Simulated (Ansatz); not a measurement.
# TiHO (sextet): wave-function methods side by side, def2-TZVPP

An exercise on one series of results from a longer session: the logs are not shown, and one member is left open.

Method: def2-TZVPP, core rule «outside noble gas», up to 10 orbitals frozen; program: Ansatz 0.2.0, Gaussian basis.

To be run: UHF; ROHF; CCSD(T) on UHF.

### The geometry

The geometry is a PBE0/def2-TZVP stationary point (not a proven minimum) of the parent state, kept for this charge and spin.

3 atoms, charge 0, spin multiplicity 6.

Atoms are counted from 1 here; the program's logs count them from 0.

Bond lengths: Ti1–O2 1.702 Å, Ti1–H3 1.852 Å. Angles: O2–Ti1–H3 180.0°.

The first run:

File in.yaml:

```yaml
crystal:
  periodic: [false, false, false]
  atoms:
    - {symbol: Ti, position_ang: [0.000000, 0.000000, -0.050233]}
    - {symbol: O, position_ang: [0.000000, 0.000000, -1.751733]}
    - {symbol: H, position_ang: [0.000000, 0.000000, 1.801967]}
basis:
  gaussian: {orbitals: def2-TZVPP}
magnetization: {spin_polarized: true, initial_magnetization: 5}
hamiltonian: {xc: hf}
output: {orbitals: {seedname: orbitals}}
```

Run with:

```
> ansatz run in.yaml --threads 1 --pin off --events-out ev --progress --plain --max-ram 2816MiB --backend cpu
```

Among the steps run: UHF; ROHF; CCSD(T) on UHF.

One table of the session follows, with a row left open; its other results are not shown here.

```
  method  from UCCSD(T) (kJ/mol)
    ROHF                  +750.4
     UHF                  +729.8
    UMP2                       ?
   UCCSD                   +29.4
UCCSD(T)                       0
```

Q: Estimate the row for UMP2 from the others.

The run gave: from UCCSD(T) (kJ/mol): +83.8. In the column «from UCCSD(T) (kJ/mol)» it lies between UCCSD (+29.4) and UHF (+729.8).
